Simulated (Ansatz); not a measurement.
## WAu: relaxation of cell and atoms with HSE06

The system is WAu.

```
W Au
1.0
     0.00000    2.90921    2.90921
     2.90921    0.00000    2.90921
     2.90921    2.90921    0.00000
W Au
1 1
Direct
  0.00000 0.00000 0.00000
  0.75000 0.75000 0.75000
```

The cell was built by a generator and needn't be a form met in nature.

```json
{
 "Program": "Ansatz 0.2.0",
 "Task": "relaxation of cell and atoms",
 "Functional": "HSE06",
 "Potentials or basis": "Ansatz PAW",
 "Cutoff": "420 eV (not typed: the program's choice for these potentials)",
 "k mesh": "4 × 4 × 4",
 "Occupations": "fermi-dirac, width 0.05 eV",
 "Spin": "no spin polarisation"
}
```

```
Relaxed volume                         : 23.91 Å³/atom
Relaxed cell                           : a = 4.074 Å, b = 4.074 Å, c = 4.074 Å, α = 60.00°, β = 60.00°, γ = 60.00°
Space group after relaxing (to 0.05 Å) : F-43m (No. 216)
Energy gained by relaxing              : 8.8 meV/atom
Ionic steps                            : 4
Pressure after relaxing                : 0.0 GPa
Band gap on the k mesh                 : none (metal or under the smearing width)
```

The path:
| step | energy change (eV) | largest force (eV/Å) | volume (Å³) |
| --- | --- | --- | --- |
| 1 | 0.0000 | 0.0000 | 49.24 |
| 2 | -0.0183 | 0.0000 | 47.91 |
| 3 | -0.0184 | 0.0000 | 47.81 |
| 4 | -0.0175 | 0.0000 | 47.81 |

Final structure:
```
W Au
1.0
     0.00000    2.88077    2.88077
     2.88077    0.00000    2.88077
     2.88077    2.88077    0.00000
W Au
1 1
Direct
  0.00000 0.00000 0.00000
  0.75000 0.75000 0.75000
```

Levels at points of the mesh, in eV from the Fermi level:
```csv
k point,band 15,band 16,band 17,band 18,band 19,band 20
"(0.00, 0.00, 0.00)",-1.00,-1.00,-1.00,2.09,2.09,9.34
"(0.00, 0.00, -0.50)",-2.14,-0.31,-0.31,1.83,1.83,2.56
"(0.00, -0.50, -0.50)",-3.17,0.76,1.58,1.82,1.82,3.51
```

Wall time 84 s on 1 × NVIDIA H100 80GB HBM3 with 2 threads of AMD EPYC 7R13 Processor (Zen 3) (shared host), peak memory 1.7 GiB.

Caveat: the k mesh is coarse (spacing up to 0.47 Å⁻¹), so the values aren't converged, least of all with exact exchange; the plane-wave basis is chosen anew once the cell has moved, so the energies of steps on either side of that aren't comparable; the PAW data sets come from PBE, with cores solved anew for the run's functional, which leaves a small shift of forces and pressure. Spin-orbit coupling is left out, which matters for the levels of Au, W.
